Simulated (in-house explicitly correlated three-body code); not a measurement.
# S¹⁴⁺: exact states and exact Kohn–Sham parts

Aim: the lowest states of S¹⁴⁺ to near-exact accuracy, with their sizes and correlation, then the exact Kohn–Sham parts of the ground state and the errors of common functionals.

Program: in-house explicitly correlated three-body code version 1. Level of theory: two electrons, non-relativistic, variational in exponentially correlated functions. These are calculated values, not measurements, unless marked.

### 1 The atom as given

```
charge of the centre : +16
mass of the centre   : infinite
interactions         : Coulomb
basis                : 260 functions exp(−a r1 − b r2 − g r12) a state, exponent ranges optimised
units                : hartree and bohr; relativity and QED are left out
```

### 2 Input and results

Settings:

```ini
Z = 16.0
interaction_strength = 1.0
functions = 260
states_tried = 13
```

Started as:

```
$ python run_hyl.py task.json out
```

The program writes no log. Results of the run, from its result record (rounded, main fields):

```text
status: converged
states [hartree, bohr]:
  - {"name": "1 1S", "E": -246.1571263827, "change": 3.1e-08, "T": 246.1571258, "inv_r": 15.68751673, "inv_r12": 9.686283165, "r": 0.0960057831, "r2": 0.0123270289, "r12": 0.140847646, "r12_2": 0.0248461261, "cos": -0.00831486, "p1p2": 2.0160311, "d1": 1250.292, "d12": 144.11}
  - {"name": "2 3S", "E": -157.0408690617, "change": 6.2e-09, "T": 157.04086893, "inv_r": 9.906025251, "inv_r12": 2.911070042, "r": 0.24111621, "r2": 0.0938125449, "r12": 0.404426226, "r12_2": 0.18787031, "cos": -0.002864511, "p1p2": 0.15852528, "d1": 724.9284, "d12": 0.0}
  - {"name": "2 3P", "E": -156.4624327758, "change": 6e-09, "T": 156.46243268, "inv_r": 9.887101055, "inv_r12": 3.462368311, "r": 0.211282591, "r2": 0.070765429, "r12": 0.351591594, "r12_2": 0.14589613, "cos": -0.07492628, "p1p2": -17.714371, "d1": 648.7082, "d12": 0.0}
  - {"name": "2 1S", "E": -156.4047390869, "change": 2.2e-07, "T": 156.40473769, "inv_r": 9.88410578, "inv_r12": 3.481908189, "r": 0.244900661, "r2": 0.0973582877, "r12": 0.406958763, "r12_2": 0.195148995, "cos": -0.004658291, "p1p2": 0.18006029, "d1": 722.417, "d12": 26.531}
  - {"name": "2 1P", "E": -155.9974721676, "change": 1.8e-07, "T": 155.99747132, "inv_r": 9.870117772, "inv_r12": 3.848825216, "r": 0.214331195, "r2": 0.0731551672, "r12": 0.342433986, "r12_2": 0.142774028, "cos": 0.062063, "p1p2": 17.368089, "d1": 652.6548, "d12": 7.845}
  - {"name": "3 3S", "E": -140.7551677018, "change": 1.6e-09, "T": 140.75516763, "inv_r": 8.842024582, "inv_r12": 1.434451284, "r": 0.488205812, "r2": 0.448185004, "r12": 0.889407894, "r12_2": 0.896527544, "cos": -0.0009778636, "p1p2": 0.047108616, "d1": 673.207, "d12": 0.0}
  - {"name": "3 3P", "E": -140.5955978212, "change": 4.2e-08, "T": 140.59559765, "inv_r": 8.836734725, "inv_r12": 1.584315741, "r": 0.460216999, "r2": 0.399531328, "r12": 0.834918079, "r12_2": 0.799929203, "cos": -0.01758804, "p1p2": -4.065517, "d1": 651.1127, "d12": 0.0}
  - {"name": "3 1S", "E": -140.58733208, "change": 2e-07, "T": 140.58733057, "inv_r": 8.836258532, "inv_r12": 1.585610379, "r": 0.493691721, "r2": 0.459460299, "r12": 0.899216242, "r12_2": 0.919120779, "cos": -0.001492385, "p1p2": 0.058024534, "d1": 672.6661, "d12": 7.6828}
  - {"name": "3 1P", "E": -140.4692540403, "change": 8e-09, "T": 140.46925316, "inv_r": 8.83221064, "inv_r12": 1.692233278, "r": 0.464512005, "r2": 0.407792494, "r12": 0.840269419, "r12_2": 0.815074782, "cos": 0.01453986, "p1p2": 4.1670186, "d1": 651.981, "d12": 2.5005}
  - {"name": "4 3S", "E": -135.1366751085, "change": 3.3e-07, "T": 135.13666801, "inv_r": 8.472350591, "inv_r12": 0.8418757782, "r": 0.835299056, "r2": 1.40432924, "r12": 1.58059378, "r12_2": 2.80875812, "cos": -0.0004289556, "p1p2": 0.019859379, "d1": 660.8121, "d12": 0.0}
  - {"name": "4 3P", "E": -135.0709777164, "change": 6.2e-08, "T": 135.07097485, "inv_r": 8.470161003, "inv_r12": 0.9031995372, "r": 0.809117108, "r2": 1.32388374, "r12": 1.52880021, "r12_2": 2.64811846, "cos": -0.006882805, "p1p2": -1.5777497, "d1": 651.585, "d12": 0.0}
  - {"name": "4 1S", "E": -135.0686474188, "change": 4e-07, "T": 135.06864362, "inv_r": 8.470011697, "inv_r12": 0.9030832691, "r": 0.842582941, "r2": 1.43061344, "r12": 1.59470949, "r12_2": 2.86134305, "cos": -0.0006447568, "p1p2": 0.02518664, "d1": 660.6362, "d12": 3.2106}
  - {"name": "4 1P", "E": -135.0192500623, "change": 2.3e-07, "T": 135.01924679, "inv_r": 8.468318732, "inv_r12": 0.9477025869, "r": 0.814791398, "r2": 1.34367605, "r12": 1.53892204, "r12_2": 2.6872141, "cos": 0.0056685, "p1p2": 1.6393335, "d1": 651.9109, "d12": 1.0771}
threshold [hartree]: -128.0
transitions:
  - ["1 1S", "2 1P", 90.159654, 0.01271757]
  - ["1 1S", "3 1P", 105.68787, 0.002173111]
  - ["1 1S", "4 1P", 111.13788, 0.0007686591]
  - ["2 1S", "2 1P", 0.40726692, 0.1202515]
  - ["2 1S", "3 1P", 15.935485, 0.03811381]
  - ["2 1S", "4 1P", 21.385489, 0.00690348]
  - ["3 1S", "2 1P", -15.41014, 0.004710842]
  - ["3 1S", "3 1P", 0.11807804, 0.7215373]
  - ["3 1S", "4 1P", 5.568082, 0.1202225]
  - ["4 1S", "2 1P", -20.928825, 0.0007649982]
  - ["4 1S", "3 1P", -5.4006066, 0.03099491]
  - ["4 1S", "4 1P", 0.049397357, 2.403694]
  - ["2 3S", "2 3P", 0.57843629, 0.1163419]
  - ["2 3S", "3 3P", 16.445271, 0.03576624]
  - ["2 3S", "4 3P", 21.969891, 0.006579002]
  - ["3 3S", "2 3P", -15.707265, 0.004694381]
  - ["3 3S", "3 3P", 0.15956988, 0.7068354]
  - ["3 3S", "4 3P", 5.68419, 0.1141207]
  - ["4 3S", "2 3P", -21.325758, 0.0007520694]
  - ["4 3S", "3 3P", -5.4589227, 0.03156804]
  - ["4 3S", "4 3P", 0.065697392, 2.367459]
polarisability [au]: {"1 1S": {"alpha": 0.0001505507, "c6": 1.76895e-06, "f_sum": 2.0}, "2 1S": {"alpha": 0.199067, "c6": 0.0124296, "f_sum": 2.000022}, "2 3S": {"alpha": 0.1361361, "c6": 0.00832514, "f_sum": 2.000923}}
kohn_sham [hartree]: {"Ts": 246.11177, "hartree": 19.5553571, "Ex": -9.77767857, "Tc": 0.0453554257, "Uc": -0.0913954005, "Ec": -0.0460399748, "norm": 1.99999987}
hartree_fock [hartree]: [-246.11107098, -118.166641]
```

«change» is the move of the energy from 170 to 260 functions; states that moved too far are left out. d1 and d12 are the expectation values of δ(r1) and δ(r12).

Wall time 72 s (1 thread of Arm Neoverse N1, shared host).

### 3 Levels

Binding counts from the one-electron threshold at -128.000000 hartree:

| state | binding (eV) | excitation (eV) | quantum defect | ⟨r⟩ | ⟨r12⟩ (bohr) | ⟨cos θ12⟩ |
| --- | --- | --- | --- | --- | --- | --- |
| 1 ¹S | 3215.22 | 0 | 0.024 | 0.09601 | 0.1408 | -0.0083 |
| 2 ³S | 790.242 | 2424.98 | 0.032 | 0.2411 | 0.4044 | -0.0029 |
| 2 ³P | 774.502 | 2440.72 | 0.012 | 0.2113 | 0.3516 | -0.0749 |
| 2 ¹S | 772.932 | 2442.29 | 0.010 | 0.2449 | 0.4070 | -0.0047 |
| 2 ¹P | 761.850 | 2453.37 | -0.005 | 0.2143 | 0.3424 | 0.0621 |
| 3 ³S | 347.086 | 2868.13 | 0.030 | 0.4882 | 0.8894 | -0.0010 |
| 3 ³P | 342.744 | 2872.48 | 0.011 | 0.4602 | 0.8349 | -0.0176 |
| 3 ¹S | 342.519 | 2872.70 | 0.010 | 0.4937 | 0.8992 | -0.0015 |
| 3 ¹P | 339.306 | 2875.91 | -0.004 | 0.4645 | 0.8403 | 0.0145 |
| 4 ³S | 194.199 | 3021.02 | 0.030 | 0.8353 | 1.581 | -0.0004 |
| 4 ³P | 192.411 | 3022.81 | 0.011 | 0.8091 | 1.529 | -0.0069 |
| 4 ¹S | 192.348 | 3022.87 | 0.011 | 0.8426 | 1.595 | -0.0006 |
| 4 ¹P | 191.004 | 3024.22 | -0.003 | 0.8148 | 1.539 | 0.0057 |

### 4 Electric-dipole lines

Oscillator strengths from the S state (negative where P lies lower) and rates of the upper state's decay:

| S | P | E(P) − E(S) (eV) | f | rate (1/s) |
| --- | --- | --- | --- | --- |
| 1 ¹S | 2 ¹P | 2453.4 | 0.7644 | 6.655e+13 |
| 1 ¹S | 3 ¹P | 2875.9 | 0.1531 | 1.832e+13 |
| 1 ¹S | 4 ¹P | 3024.2 | 0.05695 | 7.534e+12 |
| 2 ¹S | 2 ¹P | 11.082 | 0.03265 | 5.800e+07 |
| 2 ¹S | 3 ¹P | 433.63 | 0.4049 | 1.101e+12 |
| 2 ¹S | 4 ¹P | 581.93 | 0.09842 | 4.821e+11 |
| 3 ¹S | 2 ¹P | -419.33 | -0.04840 | 3.693e+11 |
| 3 ¹S | 3 ¹P | 3.2131 | 0.05680 | 8.481e+06 |
| 3 ¹S | 4 ¹P | 151.52 | 0.4463 | 1.482e+11 |
| 4 ¹S | 2 ¹P | -569.50 | -0.01067 | 1.502e+11 |
| 4 ¹S | 3 ¹P | -146.96 | -0.1116 | 1.046e+11 |
| 4 ¹S | 4 ¹P | 1.3442 | 0.07916 | 2.069e+06 |
| 2 ³S | 2 ³P | 15.740 | 0.04486 | 1.608e+08 |
| 2 ³S | 3 ³P | 447.50 | 0.3921 | 1.136e+12 |
| 2 ³S | 4 ³P | 597.83 | 0.09636 | 4.981e+11 |
| 3 ³S | 2 ³P | -427.42 | -0.04916 | 3.897e+11 |
| 3 ³S | 3 ³P | 4.3421 | 0.07519 | 2.051e+07 |
| 3 ³S | 4 ³P | 154.67 | 0.4325 | 1.496e+11 |
| 4 ³S | 2 ³P | -580.30 | -0.01069 | 1.562e+11 |
| 4 ³S | 3 ³P | -148.54 | -0.1149 | 1.100e+11 |
| 4 ³S | 4 ³P | 1.7877 | 0.1037 | 4.793e+06 |

### 5 Kohn–Sham potentials from the exact density

With two electrons in one orbital the density fixes the Kohn–Sham potential directly; exchange is minus half the Hartree term. On a radial grid:

| r (bohr) | 4πr²n | v_x | pair density 4πr12²h | Coulomb hole |
| --- | --- | --- | --- | --- |
| 0.0025 | 0.1813 | -15.67 | 0.01133 | -7.10e-04 |
| 0.00335 | 0.3168 | -15.66 | 0.02035 | -0.00126 |
| 0.00449 | 0.5488 | -15.64 | 0.03654 | -0.00222 |
| 0.00602 | 0.9394 | -15.60 | 0.06561 | -0.00388 |
| 0.00808 | 1.585 | -15.54 | 0.1179 | -0.00674 |
| 0.0108 | 2.595 | -15.43 | 0.2093 | -0.0114 |
| 0.0145 | 4.158 | -15.25 | 0.3729 | -0.0191 |
| 0.0195 | 6.412 | -14.95 | 0.6593 | -0.0310 |
| 0.0261 | 9.312 | -14.49 | 1.134 | -0.0473 |
| 0.035 | 12.62 | -13.79 | 1.899 | -0.0669 |
| 0.0469 | 15.55 | -12.80 | 3.017 | -0.0830 |
| 0.0629 | 16.89 | -11.49 | 4.427 | -0.0826 |
| 0.0843 | 15.48 | -9.889 | 5.733 | -0.0522 |
| 0.113 | 11.33 | -8.130 | 6.178 | 0.00244 |
| 0.152 | 6.079 | -6.384 | 5.082 | 0.0439 |
| 0.203 | 2.224 | -4.889 | 2.901 | 0.0390 |
| 0.272 | 0.4709 | -3.672 | 0.9830 | 0.0123 |
| 0.365 | 0.04784 | -2.740 | 0.1622 | 4.02e-04 |

The last two columns are read against r12, and the hole is the exact less the Kohn–Sham pair density.

### 6 Functionals against the exact answer

Errors in millihartree. The functional-driven error is that on the exact density; the rest comes from the functional's own density. Hybrids were run self-consistently alone, so they have no split; a dash in a self-consistent column means that the top level came out unbound:

| functional | exchange | correlation | functional-driven | density-driven | total, self-consistent | top level + binding (eV) |
| --- | --- | --- | --- | --- | --- | --- |
| LDA VWN5 | +1387.7 | -184.2 | +1203.5 | -2.8 | +1200.7 | +109.38 |
| LDA PW92 | +1387.7 | -183.2 | +1204.4 | -2.8 | +1201.7 | +109.39 |
| PBE | +197.0 | -2.2 | +194.9 | -1.5 | +193.4 | +98.41 |
| PBEsol | +613.6 | -16.6 | +596.9 | -1.5 | +595.5 | +103.32 |
| BLYP | +78.3 | -4.0 | +74.3 | -1.3 | +73.0 | +96.96 |
| RPBE | +32.5 | -2.2 | +30.3 | -1.5 | +28.8 | +97.17 |
| PW91 | +167.8 | -19.7 | +148.1 | -1.5 | +146.6 | +97.44 |
| BP86 | +78.3 | -74.7 | +3.6 | -1.1 | +2.5 | +96.60 |
| OLYP | +54.4 | -4.0 | +50.4 | -1.2 | +49.2 | +96.87 |
| AM05 | +1073.9 | -153.8 | +920.1 | -1.9 | +918.2 | +107.55 |
| TPSS | -3.5 | -3.1 | -6.7 | -0.4 | -7.0 | +90.54 |
| revTPSS | -2.9 | -5.0 | -8.0 | -0.2 | -8.2 | +89.16 |
| SCAN | -3.9 | +1.3 | -2.7 | -0.3 | -3.0 | +86.94 |
| r2SCAN | -3.9 | +1.3 | -2.7 | -0.3 | -3.0 | +86.94 |
| M06-L | -110.4 | -20.9 | -131.3 | -2.3 | -133.7 | +86.09 |
| PBE0 | – | – | – | – | +144.8 | +73.53 |
| B3LYP (VWN-RPA) | – | – | – | – | +119.9 | +77.93 |
| HSE06 | – | – | – | – | +133.9 | +73.88 |
| ωB97X | – | – | – | – | -334.5 | +76.31 |
| r2SCAN0 | – | – | – | – | -1.8 | +64.98 |

### 7 Results

```
                          quantity                                  value
               ground-state energy                  -246.15712638 hartree
    binding of the second electron                              3215.2 eV
                  ⟨r12⟩, ⟨cos θ12⟩                   0.1408 bohr, -0.0083
          resonance line 1 ¹S–2 ¹P                  2453.4 eV, f = 0.7644
polarisability of the ground state                       1.5055e-04 bohr³
            Ts, Ex, Ec (Kohn–Sham)  246.11177, -9.77768, -0.04604 hartree
           exact less Hartree–Fock                       -0.04606 hartree
```

The second electron is bound by 3215 eV, and the mean cosine of -0.008 shows the electrons leaning only slightly to opposite sides. The virial ratio −T/E is 1.0000000, where an exact Coulomb state gives 1. Exchange puts 2 ³S 17.3 eV under 2 ¹S. On the exact density SCAN errs least (-2.7 millihartree) and LDA PW92 most (+1204.4). Self-consistent top levels of the semilocal functionals lie +86.1 to +109.4 eV from minus the binding energy, the exact Kohn–Sham level.
